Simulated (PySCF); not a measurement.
# CuNH: relaxation and vibrations of the doublet

The task is one start of a wider search on CuNH: the doublet, from a linear start. It is relaxed, tested by its Hessian and followed downhill if it is a saddle.

Method: PBE0, basis Cu def2-TZVP, N def2-TZVP, H def2-TZVP, no relativity, density fitting; program: PySCF 2.14.0.

## 1. The system as given

3 atoms, charge 0, spin multiplicity 2.

Bond lengths: Cu1–N2 1.750 Å, Cu1–H3 1.440 Å. Angles: N2–Cu1–H3 180.0°.

Z-matrix (Å, degrees; charge 0 multiplicity 2):
```
Cu
N  1 1.7500
H  1 1.4400 2 180.00
```

## 2. Finding the electronic state

The steps below are one call of a driver around PySCF. For each, scf.py gives the equivalent set-up of the SCF; relaxations use the driver's own optimiser. After this first run the driver tries any further starts and a stability analysis.

The input, scf.py:

```python
from pyscf import gto, scf, dft
mol = gto.M(atom='''
Cu     0.000000     0.000000     0.000000
N      0.000000     0.000000    -1.750000
H      0.000000     0.000000     1.440000''',
    basis={'Cu': 'def2-TZVP', 'N': 'def2-TZVP', 'H': 'def2-TZVP'},
    charge=0, spin=1)
mf = dft.UKS(mol, xc='PBE0')
mf.grids.atom_grid = (50, 194)
aux = {'Cu': 'def2-universal-JKFIT', 'N': 'def2-universal-JKFIT', 'H': 'def2-universal-JKFIT'}
mf = mf.density_fit(auxbasis=aux)
mf.conv_tol = 1e-08
mf.diis_space = 10
mf.max_cycle = 60
mf.init_guess = 'minao'
mf.verbose = 4
mf.kernel()
```

Command:

```console
> OMP_NUM_THREADS=2 python axn.py task.json out
```

Log:

```text
init E= -1694.94246401728
[... the frontier-level lines of each cycle are left out ...]
cycle= 1 E= -1690.77945817633  delta_E= 4.16  |g|= 4.48  |ddm|= 1.54
cycle= 2 E= -1677.93313926599  delta_E= 12.8  |g|= 7.97  |ddm|= 9.45
cycle= 3 E= -1693.70204128804  delta_E= -15.8  |g|=  2.3  |ddm|= 8.52
cycle= 4 E= -1689.07660312088  delta_E= 4.63  |g|= 2.57  |ddm|= 2.98
cycle= 5 E= -1695.20015588278  delta_E= -6.12  |g|= 0.604  |ddm|= 2.67
cycle= 6 E= -1695.345637146  delta_E= -0.145  |g|= 0.156  |ddm|= 0.29
cycle= 7 E= -1695.35229884326  delta_E= -0.00666  |g|= 0.167  |ddm|= 0.193
cycle= 8 E= -1695.35887285717  delta_E= -0.00657  |g|= 0.0704  |ddm|= 0.0618
cycle= 9 E= -1695.36023463839  delta_E= -0.00136  |g|= 0.0436  |ddm|= 0.0378
cycle= 10 E= -1695.36136347693  delta_E= -0.00113  |g|= 0.0304  |ddm|= 0.0387
cycle= 11 E= -1695.35929097004  delta_E= 0.00207  |g|= 0.0355  |ddm|= 0.0925
cycle= 12 E= -1695.358089308  delta_E= 0.0012  |g|= 0.0419  |ddm|= 0.109
cycle= 13 E= -1695.35850513527  delta_E= -0.000416  |g|= 0.00891  |ddm|= 0.0305
cycle= 14 E= -1695.35852513956  delta_E= -2e-05  |g|= 0.00216  |ddm|= 0.00727
cycle= 15 E= -1695.35851747893  delta_E= 7.66e-06  |g|= 0.00578  |ddm|= 0.00543
cycle= 16 E= -1695.35852658358  delta_E= -9.1e-06  |g|= 0.000261  |ddm|= 0.00309
cycle= 17 E= -1695.35852624331  delta_E= 3.4e-07  |g|= 0.00099  |ddm|= 0.00124
cycle= 18 E= -1695.35852650446  delta_E= -2.61e-07  |g|= 4.43e-05  |ddm|= 0.000537
cycle= 19 E= -1695.35852650498  delta_E= -5.17e-10  |g|= 7.29e-06  |ddm|= 4.4e-05
Extra cycle  E= -1695.35852650463  delta_E= 3.49e-10  |g|= 4.22e-05  |ddm|= 1.92e-05
converged SCF energy = -1695.35852650463  <S^2> = 0.78107046  2S+1 = 2.0308328
```

This step, with its further starts and checks, took 9.4 s on 2 threads of Arm Neoverse V2, shared host.

Energies from each starting density:

```
                      start   energy (Eh)
    the minimal-basis guess  -1695.358527
a thermally smeared density  -1695.387937
      a smeared PBE density  -1695.387937
```

This is not the lowest solution: one lies 77.2 kJ/mol lower, at -1695.38794 Eh, and the relaxation starts from that.

## 3. Relaxing the doublet from the linear start

The program finds C∞v symmetry in the start, which this walk keeps.

scf.py, as its differences from that of step 2:

```diff
@@ -3,3 +3,3 @@
-Cu     0.000000     0.000000     0.000000
-N      0.000000     0.000000    -1.750000
-H      0.000000     0.000000     1.440000''',
+Cu     0.000000     0.000000     0.295791
+N      0.000000     0.000000    -1.454209
+H      0.000000     0.000000     1.735791''',
@@ -15 +14,0 @@
-mf.init_guess = 'minao'
```

The optimiser's trace:

```
step   energy (Eh)  change (kJ/mol)  largest symmetric gradient (Eh/bohr)
   0  -1695.387937             0.00                               0.03076
   1  -1695.391361            -8.99                               0.01415
   2  -1695.392328           -11.53                               0.00293
   3  -1695.392361           -11.61                               0.00101
   4  -1695.392363           -11.62                               0.00056
   5  -1695.392363           -11.62                               0.00019
```

The walk took 6.8 s.

After 5 steps and 11.6 kJ/mol it ends at C∞v: Cu–H 1.531 Å, Cu–N 1.834 Å; H–Cu–N 180.0°.

## 4. Hessian and properties

On the finer grid the gradient is checked again; gradients at displacements of ±0.02 bohr then give force constants and infrared intensities.

scf.py, as its differences from that of step 3:

```diff
@@ -3,3 +3,3 @@
-Cu     0.000000     0.000000     0.295791
-N      0.000000     0.000000    -1.454209
-H      0.000000     0.000000     1.735791''',
+Cu     0.000000     0.000000     0.309346
+N     -0.000000     0.000000    -1.523538
+H      0.000000     0.000000     1.840137''',
@@ -9 +9 @@
-mf.grids.atom_grid = (50, 194)
+mf.grids.atom_grid = (75, 302)
@@ -12 +12 @@
-mf.conv_tol = 1e-08
+mf.conv_tol = 1e-10
```

This SCF starts from the last density.

Log of the central SCF (cycles and frontier levels):

```text
init E= -1695.3922852476
[... the frontier-level lines of each cycle are left out ...]
cycle= 1 E= -1695.39228524758  delta_E= 1.27e-11  |g|= 7.71e-06  |ddm|= 3.72e-06
Extra cycle  E= -1695.39228524745  delta_E= 1.36e-10  |g|= 2.77e-05  |ddm|= 1.32e-05
converged SCF energy = -1695.39228524745  <S^2> = 1.759452  2S+1 = 2.8351029
```

The whole step took 25 s.

Geometry: C∞v; Cu–H 1.531 Å, Cu–N 1.833 Å; H–Cu–N 180.0°.

Harmonic modes (main isotopes):

```csv
symmetry,ω (cm⁻¹),IR (km/mol),μ (u),type
π,440,342,1.11,bend
σ+,531,196,16.20,stretch
σ+,1856,858,1.02,stretch
```

All wavenumbers are real: a minimum.

Properties at this point:

```
Dipole moment                                                   : 0.20 D
Highest occupied level                                          : -7.69 eV
Lowest empty level                                              : -5.30 eV
Rotational constants                                            : 0.402 cm⁻¹
Zero-point energy                                               : 19.5 kJ/mol
Principal polarisabilities                                      : 23.5, 23.5, 100.4 bohr³
Atomisation energy without zero-point energy                    : 271 kJ/mol
Principal traceless quadrupole moments about the centre of mass : -9.80, 4.90, 4.90 D Å
Entropy at 298.15 K and 1 bar (electronic part: spin only)      : 238.6 J/(mol K)
Heat capacity Cp at 298.15 K                                    : 45.7 J/(mol K)
Enthalpy at 298.15 K above 0 K                                  : 10.64 kJ/mol
Rotational symmetry number                                      : 1
Spin squared ⟨S²⟩                                               : 1.759
```

Populations by atom (charges in e):

```json
{"atom": "Cu1", "Mulliken": "0.12", "Löwdin": "0.32", "polar tensor": "1.28", "spin (Mulliken)": "-0.79", "Mayer order to Cu1": "–"}
{"atom": "N2", "Mulliken": "-0.14", "Löwdin": "-0.13", "polar tensor": "-0.71", "spin (Mulliken)": "1.77", "Mayer order to Cu1": "0.98"}
{"atom": "H3", "Mulliken": "0.02", "Löwdin": "-0.19", "polar tensor": "-0.57", "spin (Mulliken)": "0.02", "Mayer order to Cu1": "0.87"}
```

Outer orbital energies (eV). α occupied: -11.89, -11.89, -10.88, -10.88, -10.77, -9.02, -9.02, -7.69; empty: -5.30, 0.60, 1.99, 1.99. β occupied: -18.85, -12.78, -11.69, -11.69, -11.30, -11.30, -8.75, -7.69; empty: -2.82, -2.82, 0.47, 1.92.

Mulliken populations on Cu1: s 7.01, p 12.38, d 9.48, f 0.00.

## 5. Summary of results

```
                                          quantity                                      value
                                           minimum            broken-symmetry (Ms = 1/2), C∞v
                                          geometry  Cu–H 1.531 Å, Cu–N 1.833 Å; H–Cu–N 180.0°
                                wavenumbers (cm⁻¹)               440 (π), 531 (σ+), 1856 (σ+)
                                     dipole moment                                     0.20 D
highest occupied, lowest empty level (either spin)                            -7.69, -5.30 eV
                        polar-tensor charge of Cu1                                    +1.28 e
                                 zero-point energy                                19.5 kJ/mol
                               entropy at 298.15 K                            238.6 J/(mol K)
         atomisation energy (no zero-point energy)                                 271 kJ/mol
                                              ⟨S²⟩                                      1.759
```

**Reading.** The linear start keeps its C∞v symmetry and ends in a minimum. The determinant is spin-contaminated (⟨S²⟩ = 1.76 against 0.75), so it is no pure spin state. The strongest infrared band lies at 1856 cm⁻¹ (σ+, stretch). The first SCF alone would have been 77 kJ/mol too high. Other starts or spin states, not run here, may lie lower. Open d and f shells are described by one determinant, and the ground state may have another occupation or spin.

The search up to here took 41 s.
